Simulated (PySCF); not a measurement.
# C16H16FN: the cost of one run

Programs: PySCF 2.14.0, with routines of our own; each step states its level. All values are computed. Atoms count from 0.

### Step 1. The system as given

34 atoms, charge 0, multiplicity 1; geometry from: GFN2-xTB.

### Step 2. Electronic excitations: TDDFT CAM-B3LYP/6-31G*

The job: settings as JSON, then the geometry in Å.

```
{"job": {"kind": "uv", "basis": "6-31G*", "grid": 1, "kgrid": 1, "vcut": 2.5, "nstates": 10, "ntriplets": 2, "tda": false, "delta": [], "pop": false, "xc": "CAM-B3LYP", "scf": {"conv": 0.0001}}, "charge": 0, "multiplicity": 1}
C     -6.266240     0.280738     0.525846
C     -4.744815     0.322823     0.577136
C     -4.113309    -0.288765    -0.680837
C     -2.623129    -0.125488    -0.645620
C     -2.037226     1.052474    -1.098277
C     -0.672302     1.239141    -1.024069
C      0.148324     0.243959    -0.492330
C      1.583067     0.454126    -0.426413
N      2.373750    -0.432368     0.001790
C      3.745244    -0.311514     0.077156
C      4.543843    -0.797944    -0.960109
C      5.920290    -0.775941    -0.857715
C      6.499112    -0.270143     0.291432
F      7.849058    -0.238512     0.392134
C      5.734079     0.208291     1.338491
C      4.357365     0.186776     1.228660
C     -0.436226    -0.939706    -0.037415
C     -1.802439    -1.115028    -0.111980
H     -6.619224    -0.743603     0.428338
H     -6.634169     0.853026    -0.323201
H     -6.688595     0.705231     1.433763
H     -4.411728     1.358425     0.674338
H     -4.389305    -0.221500     1.454332
H     -4.377513    -1.346575    -0.736767
H     -4.520327     0.214490    -1.560540
H     -2.661982     1.830458    -1.512717
H     -0.231089     2.159896    -1.380620
H      1.936385     1.432962    -0.780964
H      4.070324    -1.186915    -1.848453
H      6.543870    -1.143263    -1.657245
H      6.216771     0.593501     2.222740
H      3.742506     0.557662     2.034497
H      0.202805    -1.706227     0.373440
H     -2.245243    -2.032735     0.247350
```

With the program's defaults for keys left out, this is: TDDFT CAM-B3LYP/6-31G*, vertical, gas phase, core orbitals frozen in the response, virtual orbitals cut by energy.

The run is started by

```
> OMP_NUM_THREADS=1 python large_run.py task.json out
```

One launch serves the whole session: the jobs run in the order shown.

Q: Estimate the wall time and peak memory of this first job on 1 thread of Intel Xeon 6975P-C, shared host.

About 89 s, with a peak of 0.61 GiB.
